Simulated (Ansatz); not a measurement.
# SiSe (SMILES [Si][Se]): levels of theory compared

We compute a comparison of 6 runs (UHF/STO-3G, B2PLYP/STO-3G, PBE/STO-3G, PBE0/STO-3G, RPA@PBE/STO-3G, MP2/STO-3G) of SiSe. 

The calculation is run with Ansatz 0.2.0.

53 further runs of the same task are left out: 13 that didn't finish, 40 set aside as unsound or not needed.

## (1) The molecule

SiSe has 2 atoms, charge 0, and is taken as a singlet. As SMILES, `[Si][Se]`. The Se2–Si1 distance was set to 5.154 Å, away from the relaxed value.

## (2) The energy at UHF/STO-3G (run 1)

Input file input.yaml:

```yaml
crystal:
  periodic: [false, false, false]
  atoms:
    - symbol: Si
      position_ang: [0.000000, 0.000000, -3.061010]
    - symbol: Se
      position_ang: [-0.000000, -0.000000, 2.093090]
basis:
  gaussian:
    orbitals: STO-3G
total_charge: 0
magnetization:
  spin_polarized: true
  initial_magnetization: 0
hamiltonian:
  xc: hf
accuracy: high
```

On the command line:

```bash
$ ansatz run input.yaml --threads 1 --pin off --max-ram 3480MiB --events-out events.jsonl --progress --plain --runs-dir runs
```

Log:

```text
Warning: RAYON_NUM_THREADS=1 ignored (pool sized by the plan → 1); use --threads N
Functional definition: HF
  name "HF"
  exchange = exact_x
  correlation = 0
318 factors; integrals over basis functions are off by at most 4.0e-9 eV
mean field evaluation 1: about -72328.4376 eV, gradient 5.7e0 eV
mean field evaluation 2: about -72328.4534 eV, gradient 5.7e0 eV
mean field evaluation 4: about -72328.5266 eV, gradient 4.4e0 eV
mean field evaluation 8: about -72328.5262 eV, gradient 4.4e0 eV
mean field evaluation 16: about -72350.2790 eV, gradient 1.3e-4 eV
mean field evaluation 32: about -72353.3525 eV, gradient 1.3e-5 eV
mean field evaluation 64: about -72353.3567 eV, gradient 1.0e-4 eV
mean field evaluation 96: about -72354.9005 eV, gradient 1.4e-1 eV
mean field evaluation 128: about -72354.9034 eV, gradient 1.1e-1 eV
mean field evaluation 160: about -72328.4376 eV, gradient 5.7e0 eV
mean field -72354.90763524 eV, -2658.9938116773 hartree, gradient 2.2e-8 eV, S^2 2.000005; 7 other end points of the search recorded, 0 dependent functions left out
reference -72354.90763524 eV, -2658.9938116773 hartree; 24, 24 occupied and 3, 3 virtual orbitals, 318 factors
Total energy: -72354.90763524 eV, -2658.9938116773 hartree
```

Wall time 1.8 s (1 thread of Arm Neoverse V1, shared host).

## (3) A single-point energy at B2PLYP/STO-3G (run 2)

Input file in.yaml:

```yaml
crystal:
  periodic: [false, false, false]
  atoms:
    - {symbol: Si, position_ang: [0.000000, 0.000000, -3.061010]}
    - {symbol: Se, position_ang: [-0.000000, -0.000000, 2.093090]}
basis:
  gaussian: {orbitals: STO-3G}
hamiltonian: {xc: {name: B2PLYP}}
accuracy: high
correlation: {frozen_orbitals: {Se: 9, Si: 5}}
```

On the command line:

```bash
$ ansatz run in.yaml --threads 1 --pin off --max-ram 3480MiB --events-out events.jsonl --progress --plain --runs-dir runs
```

Log, cut to the lines that bear on the results:

```text
Warning: RAYON_NUM_THREADS=1 ignored (pool sized by the plan → 1); use --threads N
Functional definition: B2PLYP
  name "B2PLYP"
[...]
318 factors; integrals over basis functions are off by at most 4.0e-9 eV
[...]
mean field -72386.75351558 eV, -2660.1641261936 hartree, gradient 2.1e-8 eV, S^2 0.000000; 6 other end points of the search recorded, 0 dependent functions left out; unrestricted orbitals would lower it
14 core orbitals not correlated: weight in the atoms' cores, before any rotation towards them, 1.000 or more for the frozen orbitals, at most 0.000 for the correlated occupied ones
reference -72386.75353627 eV, -2660.1641269542 hartree; 10, 10 occupied and 3, 3 virtual orbitals, 318 factors
second order -2.01656989 eV of doubles, -0.00000000 eV of singles
Total energy: -72387.29801014 eV, -2660.1841359999 hartree
```

It took 5.1 s on 1 thread of Arm Neoverse V1, shared host; peak memory 0.094 GiB.

Runs 3 to 5 aren't shown in full; the table further down has their settings and results.

## (4) A single-point energy at MP2/STO-3G (run 6)

Input file job.yaml:

```yaml
crystal:
  periodic: [false, false, false]
  atoms:
    - {symbol: Si, position_ang: [0.000000, 0.000000, -3.061010]}
    - {symbol: Se, position_ang: [-0.000000, -0.000000, 2.093090]}
basis:
  gaussian: {orbitals: STO-3G}
total_charge: 0
correlation: {method: mp2, frozen_orbitals: {Se: 9, Si: 5}}
accuracy: high
```

On the command line:

```bash
$ ansatz run job.yaml --threads 1 --pin off --max-ram 3480MiB --events-out events.jsonl --progress --plain --runs-dir runs
```

Log, cut to the lines that bear on the results:

```text
Warning: RAYON_NUM_THREADS=1 ignored (pool sized by the plan → 1); use --threads N
Functional definition: HF
  name "HF"
[...]
318 factors; integrals over basis functions are off by at most 4.0e-9 eV
[...]
mean field -72350.27902074 eV, -2658.8237132316 hartree, gradient 2.5e-9 eV, S^2 0.000000; 22 other end points of the search recorded, 0 dependent functions left out; unrestricted orbitals would lower it
[...]
unrestricted determinant -72353.35670367 eV, -2658.9368159931 hartree, S^2 2.0000
14 core orbitals not correlated: weight in the atoms' cores, before any rotation towards them, 1.000 or more for the frozen orbitals, at most 0.000 for the correlated occupied ones
reference -72350.27902074 eV, -2658.8237132316 hartree; 10, 10 occupied and 3, 3 virtual orbitals, 318 factors
second order -0.73195297 eV of doubles, -0.00000000 eV of singles
WARN: the method's energy lies above the unrestricted determinant's, so it is not that of the lowest state
Total energy: -72351.01097370 eV, -2658.8506120070 hartree
```

Run time: 2.3 s. Hardware: 1 thread of Arm Neoverse V1, shared host.

## (5) Overview of the runs

```
run           level  frozen core orbitals   energy (Eh)  wall time
  1      UHF/STO-3G                     –  -2658.993812      1.8 s
  2   B2PLYP/STO-3G                    14  -2660.184136      5.1 s
  3      PBE/STO-3G                     –  -2660.091658       11 s
  4     PBE0/STO-3G                     –  -2660.290725      9.3 s
  5  RPA@PBE/STO-3G                    14  -2659.105951       10 s
  6      MP2/STO-3G                    14  -2658.850612      2.3 s
```

## (6) Results

| quantity | value |
| --- | --- |
| run 6: total energy | -2658.85061 Eh |
| run 6: correlation energy (14 core orbitals frozen) | -26.9 mEh |

**Reading.** Totals of different functionals can't be ranked against each other. In runs 2, 5, 6 the log says that unrestricted orbitals would lower the reference, so the values rest on an unstable closed-shell determinant (other closed-shell runs at this shape may share the fault). In runs 1, 2, 3, 4, 5, 6 the basis is minimal, so the values are rough. In runs 2, 3, 4, 5, 6 a closed-shell determinant meets a far-stretched bond, which it describes badly. Spin contamination of the reference: run 1 ⟨S²⟩ = 2.00. Where it is this large, the reference is a mixture of spin states, and values that rest on it are in doubt. All runs together took 40 s, the longest 11 s.
